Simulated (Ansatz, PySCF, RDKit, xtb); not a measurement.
# GeH2O2: from the formula to a structure, part 2 of 2

Only the formula GeH2O2 is given. Aim: find the structure of lowest free energy at 298.15 K, then its properties.

xtb, Ansatz and PySCF; isolated molecules. Earlier steps stand in the parts before.

## 13. Frequencies after a tight-binding relaxation (GFN2-xTB)

start.xyz reads:

```xyz
5
c718
Ge    -0.374997    -0.518710    -1.412176
O      0.982767    -0.153003    -0.290253
O     -1.082952     1.106483    -1.328679
H      1.575740    -0.891776    -0.131026
H     -0.580238     1.690075    -0.748286
```

On the command line:

```bash
xtb start.xyz --gfn 2 --ohess tight
```

What it wrote, cut to the lines that bear on the results:

```text
* xtb version 6.7.1
[...]
          :  # basis functions                  20          :
[...]
          :  # electrons                        18          :
[...]
          :  Hamiltonian                  GFN2-xTB          :
[...]
          :  net charge                          0          :
          :  unpaired electrons                  0          :
[...]
   *** convergence criteria satisfied after 13 iterations ***
[...]
   *** GEOMETRY OPTIMIZATION CONVERGED AFTER 8 ITERATIONS ***
[...]
   *** convergence criteria satisfied after 3 iterations ***
[...]
         ::                     SUMMARY                     ::
         :::::::::::::::::::::::::::::::::::::::::::::::::::::
         :: total energy             -11.178136910901 Eh    ::
         :: gradient norm              0.000403366732 Eh/a0 ::
         :: HOMO-LUMO gap              5.176697955243 eV    ::
         ::.................................................::
         :: SCC energy               -11.219630926133 Eh    ::
         :: -> isotropic ES            0.035283121280 Eh    ::
         :: -> anisotropic ES         -0.000881466507 Eh    ::
         :: -> anisotropic XC         -0.000488415090 Eh    ::
         :: -> dispersion             -0.001753540582 Eh    ::
         :: repulsion energy           0.041494015232 Eh    ::
         :: add. restraining           0.000000000000 Eh    ::
         :: total charge               0.000000000000 e     ::
         :::::::::::::::::::::::::::::::::::::::::::::::::::::
[...]
         9        2.0000           -0.4118926             -11.2082 (HOMO)
        10                         -0.2216524              -6.0315 (LUMO)
[...]
     #   Z          covCN         q      C6AA      α(0)
     1  32 Ge       1.558     0.407   248.483    33.032
     2   8 O        1.581    -0.517    23.308     6.515
     3   8 O        1.586    -0.499    22.905     6.458
Molecule has the following symmetry elements: (sigma)
It seems to be the Cs point group
     4   1 H        0.807     0.293     0.743     1.354
     5   1 H        0.808     0.316     0.673     1.289
[...]
          | TOTAL ENERGY              -11.178136910901 Eh   |
          | TOTAL ENTHALPY            -11.148241873750 Eh   |
          | TOTAL FREE ENERGY         -11.181251132034 Eh   |
          | GRADIENT NORM               0.000403340648 Eh/α |
[...]
```

It took 0.52 s on 2 threads of AMD EPYC (Zen 3), shared host.

## 14. Electronic excitations (TD-CAM-B3LYP/def2-SVPD)

An in-house driver calls PySCF's response routines at TD-CAM-B3LYP/def2-SVPD; it has no typed input.

What it wrote:

```text
coarse grid: 22720 points
cycle   1  E = -2228.2228464943  dE = -4.479e-01  |g| = 1.031e+00  |ddm| = 2.351e+00
cycle   2  E = -2227.9121518636  dE =  3.107e-01  |g| = 1.647e+00  |ddm| = 2.042e+00
cycle   3  E = -2228.4216259485  dE = -5.095e-01  |g| = 6.572e-02  |ddm| = 1.178e+00
cycle   4  E = -2228.4224185140  dE = -7.926e-04  |g| = 3.161e-02  |ddm| = 1.035e-01
cycle   5  E = -2228.4225357688  dE = -1.173e-04  |g| = 6.750e-03  |ddm| = 2.783e-02
cycle   6  E = -2228.4225432518  dE = -7.483e-06  |g| = 2.638e-03  |ddm| = 1.002e-02
final grid: 46200 points
cycle   7  E = -2228.4225142032  dE =  1.367e-06  |g| = 4.017e-03  |ddm| = 4.980e-03
cycle   8  E = -2228.4225094469  dE =  4.756e-06  |g| = 6.478e-03  |ddm| = 6.892e-03
cycle   9  E = -2228.4225172187  dE = -7.772e-06  |g| = 8.835e-05  |ddm| = 4.207e-03
cycle  10  E = -2228.4225172210  dE = -2.291e-09  |g| = 4.160e-05  |ddm| = 1.826e-04
cycle  11  E = -2228.4225172217  dE = -6.503e-10  |g| = 1.258e-05  |ddm| = 1.270e-04
converged SCF energy = -2228.4225172217

Static polarisability (au): isotropic 40.202, principal 33.976 41.396 45.233

Singlet excitations
state   eV       nm        f      main configurations
  1   5.0732    244.4   0.08195   H->L 0.98
  2   6.4649    191.8   0.00176   H-1->L 0.73, H->L+1 0.20
  3   6.9482    178.4   0.00094   H-2->L 0.98
  4   6.9670    178.0   0.17180   H->L+1 0.71, H-1->L 0.18
  5   7.5468    164.3   0.15546   H->L+2 0.40, H-3->L 0.36, H->L+3 0.13
  6   7.7546    159.9   0.11606   H->L+2 0.49, H-3->L 0.42
  7   7.8156    158.6   0.02560   H-1->L+1 0.83, H-3->L+1 0.12
  8   8.0574    153.9   0.41357   H->L+3 0.83, H-3->L 0.10

Triplet excitations (Tamm-Dancoff, eV): 3.5348 5.5411 5.6664
```

It took 14 s on 2 threads of AMD EPYC (Zen 3), shared host.

The roots found:

| excited state | energy (eV) | strength |
| --- | --- | --- |
| 1 | 5.073 | 0.0819 |
| 2 | 6.465 | 0.0018 |
| 3 | 6.948 | 0.0009 |
| 4 | 6.967 | 0.1718 |
| 5 | 7.547 | 0.1555 |
| 6 | 7.755 | 0.1161 |
| 7 | 7.816 | 0.0256 |
| 8 | 8.057 | 0.4136 |

## 15. NMR shieldings (GIAO PBE0/pcSseg-1)

An in-house driver calls PySCF's response routines at GIAO PBE0/pcSseg-1; it has no typed input.

What it wrote:

```text
coarse grid: 22720 points
cycle   1  E = -2227.8113385003  dE = -4.181e-01  |g| = 1.323e+00  |ddm| = 2.064e+00
cycle   2  E = -2227.0939948937  dE =  7.173e-01  |g| = 2.270e+00  |ddm| = 1.874e+00
cycle   3  E = -2228.0359238361  dE = -9.419e-01  |g| = 2.553e-01  |ddm| = 1.432e+00
cycle   4  E = -2228.0491376839  dE = -1.321e-02  |g| = 7.897e-02  |ddm| = 2.027e-01
cycle   5  E = -2228.0496502725  dE = -5.126e-04  |g| = 2.204e-02  |ddm| = 4.859e-02
cycle   6  E = -2228.0497141165  dE = -6.384e-05  |g| = 1.157e-02  |ddm| = 2.095e-02
cycle   7  E = -2228.0497383657  dE = -2.425e-05  |g| = 1.567e-03  |ddm| = 7.238e-03
cycle   8  E = -2228.0497387911  dE = -4.254e-07  |g| = 1.501e-04  |ddm| = 1.042e-03
final grid: 46200 points
cycle   9  E = -2228.0497501999  dE = -1.979e-08  |g| = 1.120e-04  |ddm| = 4.990e-04
cycle  10  E = -2228.0497501987  dE =  1.224e-09  |g| = 1.451e-04  |ddm| = 1.606e-04
cycle  11  E = -2228.0497502020  dE = -3.285e-09  |g| = 3.206e-05  |ddm| = 9.231e-05
cycle  12  E = -2228.0497502022  dE = -1.673e-10  |g| = 5.344e-06  |ddm| = 1.899e-05
converged SCF energy = -2228.0497502022

GIAO shielding tensors (ppm)
atom      isotropic    diamagn.    paramagn.     s11        s22        s33       span
  0 Ge    1098.573    2754.589   -1656.016    579.066   1258.696   1457.956    878.890
  1 O       94.660     394.978    -300.318   -202.508    211.539    274.951    477.459
  2 O      117.386     397.416    -280.030   -140.315    215.722    276.750    417.066
  3 H       25.577      32.137      -6.560     19.453     23.122     34.156     14.703
  4 H       25.596      33.376      -7.780     19.328     22.336     35.125     15.796
```

Wall time 9.3 s (2 threads of AMD EPYC (Zen 3), shared host).

Isotropic shieldings, averaged over atoms that the bond graph makes equivalent (absolute, not shifts):

| atoms | shielding (ppm) |
| --- | --- |
| Ge1 | 1098.6 |
| O2, O3 | 106.0 |
| H4, H5 | 25.59 |

## 16. The cation at the same geometry (PBE0/def2-TZVPD)

input.yaml reads:

```yaml
crystal:
  periodic: [false, false, false]
  atoms:
    - {symbol: Ge, position_ang: [-0.374997, -0.518710, -1.412176]}
    - {symbol: O, position_ang: [0.982767, -0.153003, -0.290253]}
    - {symbol: O, position_ang: [-1.082952, 1.106483, -1.328679]}
    - {symbol: H, position_ang: [1.575740, -0.891776, -0.131026]}
    - {symbol: H, position_ang: [-0.580238, 1.690075, -0.748286]}
basis:
  gaussian:
    orbitals: def2-TZVPD
magnetization:
  spin_polarized: true
  initial_magnetization: 1
hamiltonian:
  xc: pbe0
total_charge: 1
```

On the command line:

```bash
ansatz run input.yaml --threads 2 --pin off --max-ram 4350MiB --events-out events.jsonl --progress --plain --runs-dir runs
```

What it wrote:

```text
Warning: RAYON_NUM_THREADS=2 ignored (pool sized by the plan → 2); use --threads N
[... 2 set-up lines as earlier in the session ...]
  parameter a = 0.25
  parameter kappa = 0.804
  parameter beta = 0.06672455060314922
  exchange = (1 - a)*pbe_x(kappa = kappa, mu = beta*pi^2/3) + a*exact_x
  correlation = pbe_c(beta = beta)
896 factors; their error is unknown
mean field evaluation 1: about -60600.7163 eV, gradient 8.7e1 eV
mean field evaluation 2: about -60459.2396 eV, gradient 1.8e2 eV
mean field evaluation 4: about -60626.1430 eV, gradient 1.0e1 eV
mean field evaluation 8: about -60626.4303 eV, gradient 2.6e-1 eV
mean field evaluation 16: about -60626.6709 eV, gradient 3.8e-3 eV
mean field -60626.67092485 eV, -2227.9890622547 hartree, gradient 3.6e-5 eV, S^2 0.758037; 2 other end points of the search recorded, 0 dependent functions left out
reference -60626.67095732 eV, -2227.9890634479 hartree; 25, 24 occupied and 127, 128 virtual orbitals, 896 factors
Total energy: -60626.67095732 eV, -2227.9890634479 hartree
```

Wall time 20 s (2 threads of AMD EPYC (Zen 3), shared host).

Difference from the parent: 10.06 eV.

## 17. The anion at the same geometry (PBE0/def2-TZVPD)

Edit input.yaml of step 16 so:

```diff
@@ -11,2 +11,3 @@
     orbitals: def2-TZVPD
+total_charge: -1
 magnetization:
@@ -15,3 +16,4 @@
 hamiltonian:
-  xc: pbe0
-total_charge: 1
+  xc: {name: PBE0}
+scf:
+  lower_state_search: off
```

On the command line:

```bash
ansatz run input.yaml --threads 2 --pin off --max-ram 4350MiB --events-out events.jsonl --progress --plain --runs-dir runs
```

What it wrote, cut to the lines that bear on the results:

```text
Warning: RAYON_NUM_THREADS=2 ignored (pool sized by the plan → 2); use --threads N
[... 2 set-up lines as earlier in the session ...]
[...]
896 factors; their error is unknown
[...]
mean field -60636.52349855 eV, -2228.3511376598 hartree, gradient 6.2e-6 eV, S^2 0.755783; 0 other end points of the search recorded, 0 dependent functions left out
reference -60636.52352962 eV, -2228.3511388018 hartree; 26, 25 occupied and 126, 127 virtual orbitals, 896 factors
Total energy: -60636.52352962 eV, -2228.3511388018 hartree
Checks for a lower state left out: stability, starts, cluster_reference, orbital_swaps, neighbouring_geometries, increment
```

Run time: 8.7 s. Hardware: 2 threads of AMD EPYC (Zen 3), shared host.

Parent less the species with the added electron: -0.21 eV. The extra electron isn't bound at this geometry, so the number measures the basis, not the molecule.

## 18. The triplet at the same geometry (PBE0/def2-TZVPD)

Edit input.yaml of step 17 so:

```diff
@@ -11,9 +11,6 @@
     orbitals: def2-TZVPD
-total_charge: -1
 magnetization:
   spin_polarized: true
-  initial_magnetization: 1
+  initial_magnetization: 2
 hamiltonian:
   xc: {name: PBE0}
-scf:
-  lower_state_search: off
```

On the command line:

```bash
ansatz run input.yaml --threads 2 --pin off --max-ram 4350MiB --events-out events.jsonl --progress --plain --runs-dir runs
```

What it wrote, cut to the lines that bear on the results:

```text
Warning: RAYON_NUM_THREADS=2 ignored (pool sized by the plan → 2); use --threads N
[... 7 set-up lines as earlier in the session ...]
896 factors; their error is unknown
mean field evaluation 1: about -60623.8219 eV, gradient 5.3e1 eV
mean field evaluation 2: about -60580.6784 eV, gradient 1.1e2 eV
mean field evaluation 4: about -60633.0229 eV, gradient 3.2e0 eV
mean field evaluation 8: about -60633.0660 eV, gradient 6.8e-2 eV
mean field evaluation 16: about -60633.3067 eV, gradient 1.4e-4 eV
mean field -60633.30674065 eV, -2228.2329239874 hartree, gradient 5.1e-5 eV, S^2 2.004044; 0 other end points of the search recorded, 0 dependent functions left out
reference -60633.30677667 eV, -2228.2329253112 hartree; 26, 24 occupied and 126, 128 virtual orbitals, 896 factors
Total energy: -60633.30677667 eV, -2228.2329253112 hartree
```

It took 10 s on 2 threads of AMD EPYC (Zen 3), shared host.

It lies 3.43 eV above the singlet.

## 19. Stability of the closed-shell solution (PBE0/def2-SVP)

input.py reads:

```python
from pyscf import gto, dft

mol = gto.Mole()
mol.atom = '''
Ge      -0.374997      -0.518710      -1.412176
O        0.982767      -0.153003      -0.290253
O       -1.082952       1.106483      -1.328679
H        1.575740      -0.891776      -0.131026
H       -0.580238       1.690075      -0.748286
'''
mol.max_memory = 3100
mol.basis = 'def2-svp'
mol.verbose = 3
mol.build()

mf = dft.RKS(mol, xc='pbe0')
mf = mf.density_fit(auxbasis='def2-universal-jkfit')
mf.grids.level = 3
mf.max_cycle = 100
mf.kernel()
if not mf.converged:
    mf = mf.newton().run(mf.mo_coeff, mf.mo_occ)

e_tot = mf.e_tot
print('E = %.10f Eh' % e_tot)
mo_i, mo_e, stable_i, stable_e = mf.stability(internal=True, external=True, return_status=True)
print('stable: internal', stable_i, 'external', stable_e)
```

On the command line:

```bash
OMP_NUM_THREADS=2 python input.py
```

What it wrote:

```text
converged SCF energy = -2227.89900275273
E = -2227.8990027527 Eh
<class 'pyscf.df.df_jk.DFRKS'> wavefunction is stable in the internal stability analysis
<class 'pyscf.df.df_jk.DFRKS'> wavefunction is stable in the real -> complex stability analysis
<class 'pyscf.df.df_jk.DFRKS'> wavefunction is stable in the RHF/RKS -> UHF/UKS stability analysis
stable: internal True external True
```

Run time: 45 s. Hardware: 2 threads of AMD EPYC (Zen 3), shared host.

## 20. Summary of results

The summary covers parts 1 to 2.

| quantity | value |
| --- | --- |
| lowest structure found | [OH][Ge][OH], singlet, Cs |
| next finalist | [OH][Ge][OH], singlet, 2.1 kcal/mol higher in G |
| share at equilibrium, among the finalists | 97.4 % |
| funnel | 14 starts, 10 minima at GFN2-xTB, 7 screening runs, 3 relaxed, 3 ranked |
| CPU time of all runs | 22 min |
| harmonic wavenumbers, lowest and highest (PBE0-D4/def2-TZVP) | 261 and 3887 cm⁻¹ |
| rotational constants, same geometry | 0.4731, 0.275, 0.1739 cm⁻¹ |
| dipole moment (PBE0/def2-TZVPD) | 1.91 D |
| HOMO energy (PBE0/def2-TZVPD) | -7.70 eV |
| LUMO energy (PBE0/def2-TZVPD) | -1.67 eV |
| HOMO–LUMO gap (PBE0/def2-TZVPD) | 6.03 eV |
| lowest excitation (TD-CAM-B3LYP/def2-SVPD) | 5.07 eV (f = 0.082) |
| strongest of the states computed, same level | 8.06 eV (f = 0.414) |
| lowest triplet excitation, same level, Tamm-Dancoff | 3.53 eV |
| vertical ionisation energy | 10.06 eV |
| vertical electron affinity | -0.21 eV (unbound: the value depends on the basis) |
| vertical triplet less singlet | +3.43 eV |

What this shows: The lowest structure found is `[OH][Ge][OH]`. The next finalist is drawn with the same bonds. GFN2-xTB, HF/STO-3G, r2SCAN-D4/def2-SVP, PBE0-D4/def2-TZVP, HF/def2-TZVPP and MP2/def2-TZVPP already put its bonding pattern lowest among the structures in one piece. The largest share of the time went into the vibrations (38 %). Lowest found is not proven lowest: the search is finite, and each finalist counts with one conformer. The lowest isomer need not be the one that is made and kept in a bottle, which depends on barriers.
